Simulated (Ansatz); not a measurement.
BiTe under changes of volume

One of the cells (33.725 Å³/atom); the others are scaled copies at fixed shape and fractional positions:

```xyz
2
Lattice="2.4227 1.3988 3.3173 -2.4227 1.3988 3.3173 0.0000 -2.7975 3.3173" Properties=species:S:1:pos:R:3 pbc="T T T"
Bi    0.0000    0.0000    4.9759
Te    0.0000    0.0000    0.0000
```

The cell comes from a database or a generator and needn't be the stable form of this composition.

| Item | Value |
| --- | --- |
| Program | Ansatz 0.2.0 |
| Functional | PBE |
| Potentials or basis | PseudoDojo stringent (PBE files) |
| Cutoff | 1450 eV |
| Density cutoff | 5800 eV |
| k mesh | 7 × 7 × 7 |
| Occupations | fermi-dirac, width 0.05 eV |
| Spin | no spin polarisation |

| volume (Å³/atom) | energy over the lowest point (meV/atom) | pressure (GPa) |
| --- | --- | --- |
| 31.701 | ? | ? |
| 32.376 | 10.26 | 2.3 |
| 33.050 | 2.84 | 1.2 |
| 33.725 | 0.00 | 0.2 |
| 34.399 | 1.26 | -0.8 |
| 35.074 | 6.18 | -1.6 |
| 35.748 | 14.40 | -2.3 |

Question: What does the run at 31.701 Å³/atom give?

Answer: Energy over the lowest point 22.78 meV/atom; pressure 3.6 GPa.

Worked out: A Birch-Murnaghan fit of order 3 (a polynomial in V^(-2/3)) to the other rows has its minimum at 33.84 Å³/atom with B0 = V·E''(V) = 48 GPa and B' = 4.5 at fixed shape and positions, which overstates the stiffness. It gives 22.80 meV/atom at 31.701 Å³/atom, against the run's 22.78, and -dE/dV = 3.6 GPa, against 3.6.

Energies are extrapolated to zero smearing.
